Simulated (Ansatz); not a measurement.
# CH4OZn: the cost of one run

Program: Ansatz 0.2.0, driven from Python. Level of theory: CAM-B3LYP/def2-SVP. These are calculated values, not measurements.

## Step 1: Starting point

Bond lengths: O1–C2 1.347 Å, C2–Zn3 1.904 Å, O1–H4 0.935 Å, C2–H5 1.092 Å, C2–H6 1.125 Å, Zn3–H7 1.469 Å. Angles: O1–C2–Zn3 121.4°, O1–C2–H5 110.9°, O1–C2–H6 109.9°, Zn3–C2–H5 125.0°, Zn3–C2–H6 69.1°, H5–C2–H6 109.0°, C2–O1–H4 106.8°, C2–Zn3–H7 88.0°.

The script holds or builds the structure itself.

## Step 2: The script

Input file bend_ch4ozn.py:

```python
"""Energy of CH4OZn against one bond angle."""

from dataclasses import dataclass

import ansatz
from ase import Atoms


@dataclass(frozen=True)
class RunConfig:
    basis: str = "def2-SVP"
    functional: str = "cam_b3lyp"
    fmax: float = 0.02


opts = RunConfig()

atoms = Atoms(["O", "C", "Zn", "H", "H", "H", "H"], positions=[
    (-1.1464, 0.3635, -0.681),
    (-0.1419, 0.3883, 0.2158),
    (1.5513, -0.3929, -0.1684),
    (-1.3062, -0.5359, -0.8824),
    (-0.5192, 0.6023, 1.2176),
    (0.6079, 1.1768, -0.0702),
    (1.0158, -1.6701, 0.3229),
])

# relax first, so that the scan starts from a minimum
first = (
    ansatz.Crystal.molecule_from_ase(atoms).calculation()
    .basis(gaussian=opts.basis)
    .functional(opts.functional)
    .relax(force_tolerance=opts.fmax, max_steps=80)
)
atoms.positions = first.run(threads=1, pin="off").report["positions_ang"]

rows = []
for angle in [90, 100, 110, 120, 135, 150, 165, 179]:
    bent = atoms.copy()
    bent.set_angle(1, 0, 3, angle, indices=[3])
    calculation = ansatz.Crystal.molecule_from_ase(bent).calculation()
    calculation = calculation.basis(gaussian=opts.basis)
    calculation = calculation.functional(opts.functional)
    rows.append((angle, calculation.run(threads=1, pin="off").report["free_energy_ev"]))
floor = min(e for _, e in rows)
for angle, e in rows:
    print(f"angle C1-O0-H3 = {angle:3d} deg   {1000 * (e - floor):9.1f} meV")
```

## Step 3: The calls as engine input

The package turns the script's settings into the engine's input (first run):

```yaml
crystal:
  periodic: [false, false, false]
  atoms:
    - { symbol: O, position_ang: [-1.1464, 0.3635, -0.681] }
    - { symbol: C, position_ang: [-0.1419, 0.3883, 0.2158] }
    - { symbol: Zn, position_ang: [1.5513, -0.3929, -0.1684] }
    - { symbol: H, position_ang: [-1.3062, -0.5359, -0.8824] }
    - { symbol: H, position_ang: [-0.5192, 0.6023, 1.2176] }
    - { symbol: H, position_ang: [0.6079, 1.1768, -0.0702] }
    - { symbol: H, position_ang: [1.0158, -1.6701, 0.3229] }
basis:
  gaussian:
    orbitals: def2-SVP
hamiltonian:
  xc: cam_b3lyp
relax:
  f_tol: 0.02
  max_steps: 80
```

## Step 4: Launch

Run with:

```bash
$ python bend_ch4ozn.py
```

What time and memory should one allow on 1 thread of Arm Neoverse V2, shared host?

About 57 s, with a peak of 0.24 GiB.
